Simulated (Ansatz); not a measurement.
# CH₄OSeSi: small, medium and large basis sets

Aim: see how fast density functionals converge with the basis set for CH₄OSeSi.

The runs use Ansatz 0.2.0, Gaussian basis; one geometry, several basis sets.

Plan: PBE0-D4/def2-SVP; ωB97M-V/def2-SVP; PBE0-D4/def2-QZVPP; ωB97M-V/def2-QZVPP; the functionals' def2-TZVPP values are taken from earlier runs.

### 1 The relaxed structure

The geometry comes from an earlier relaxation with PBE0-D4 in a triple-zeta def2 set; it is a stationary point, not always the lowest conformer.

SMILES `OC1[SiH2][Se]1`, 8 atoms, charge 0, spin multiplicity 1.

Atoms are counted from 1 here; the program's logs count them from 0.

Bond lengths: O1–C2 1.372 Å, O1–H5 0.963 Å, C2–Si3 1.849 Å, C2–Se4 2.079 Å, C2–H6 1.088 Å, Si3–Se4 2.223 Å, Si3–H7 1.481 Å, Si3–H8 1.479 Å. Angles: C2–O1–H5 109.5°, O1–C2–Si3 119.1°, O1–C2–Se4 117.1°, O1–C2–H6 115.4°, Si3–C2–Se4 68.6°, Si3–C2–H6 119.9°, Se4–C2–H6 106.7°, C2–Si3–Se4 60.6°, C2–Si3–H7 118.9°, C2–Si3–H8 116.8°, Se4–Si3–H7 119.0°, Se4–Si3–H8 119.0°, H7–Si3–H8 113.0°, C2–Se4–Si3 50.8°.

### 2 PBE0-D4 in def2-SVP

in.yaml

```yaml
crystal:
  periodic: [false, false, false]
  atoms:
    - {symbol: O, position_ang: [-0.156179, 1.037066, -1.299687]}
    - {symbol: C, position_ang: [-0.531590, 0.223358, -0.261126]}
    - {symbol: Si, position_ang: [0.735042, -0.868936, 0.527585]}
    - {symbol: Se, position_ang: [-0.068321, 0.866395, 1.660804]}
    - {symbol: H, position_ang: [-0.758736, 1.785738, -1.355222]}
    - {symbol: H, position_ang: [-1.580796, -0.066105, -0.250009]}
    - {symbol: H, position_ang: [0.344524, -2.237487, 0.937732]}
    - {symbol: H, position_ang: [2.108256, -0.797129, -0.015874]}
basis:
  gaussian: {orbitals: def2-SVP}
hamiltonian: {xc: pbe0, dispersion: d4}
output: {orbitals: {seedname: orbitals}}
```

Command:

```sh
> ansatz run in.yaml --threads 4 --pin off --events-out ev --progress --plain --max-ram 10444MiB
```

After this run come: ωB97M-V in def2-SVP; PBE0-D4 in def2-QZVPP; ωB97M-V in def2-QZVPP.

Q: Predict the results of all the runs planned. Wanted: PBE0-D4: double and triple zeta above quadruple; ωB97M-V: double and triple zeta above quadruple.

**Answer**, as computed:

```
                                       quantity           value
PBE0-D4: double and triple zeta above quadruple  16.38, 1.82 eV
ωB97M-V: double and triple zeta above quadruple  16.40, 1.75 eV
```

**Reading.** PBE0-D4 gains 14.57 eV from double to triple zeta, then 1.82 eV more. These are total energies; as a rule much of such shifts cancels in differences, which this series doesn't test. The LUMO of ωB97M-V is positive and keeps falling with the basis (1.64 to 0.93 eV): an unbound level that the basis holds in place.
